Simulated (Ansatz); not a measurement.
# NTa: the cost of one run

The runs use Ansatz 0.2.0, Gaussian basis; def2-QZVPP, core rule «outside noble gas», up to 5 orbitals frozen.

The runs, in order: UHF; ROHF; CCSD(T) on UHF.

## Step 1: What is computed

The geometry is a PBE0/def2-TZVP stationary point (not a proven minimum). No spin-orbit coupling is included. Elements past krypton take def2 core potentials.

2 atoms, charge 0, spin multiplicity 5.

Atoms are counted from 1 here; the program's logs count them from 0.

Bond lengths: Ta1–N2 1.820 Å.

## Step 2: UHF

File in.yaml:

```yaml
crystal:
  periodic: [false, false, false]
  atoms:
    - {symbol: Ta, position_ang: [0.000000, 0.000000, 0.000000]}
    - {symbol: N, position_ang: [0.000000, 0.000000, 1.819600]}
basis:
  gaussian: {orbitals: "def2-QZVPP.json"}
magnetization: {spin_polarized: true, initial_magnetization: 4}
hamiltonian: {xc: hf}
output: {orbitals: {seedname: orbitals}}
```

Started as:

```
$ ansatz run in.yaml --threads 1 --pin off --events-out ev --progress --plain --max-ram 4096MiB --backend cpu
```

Q: Estimate wall time and peak memory on 1 thread of AMD EPYC 7R13, shared host.

About 21 s, with a peak of 0.31 GiB.
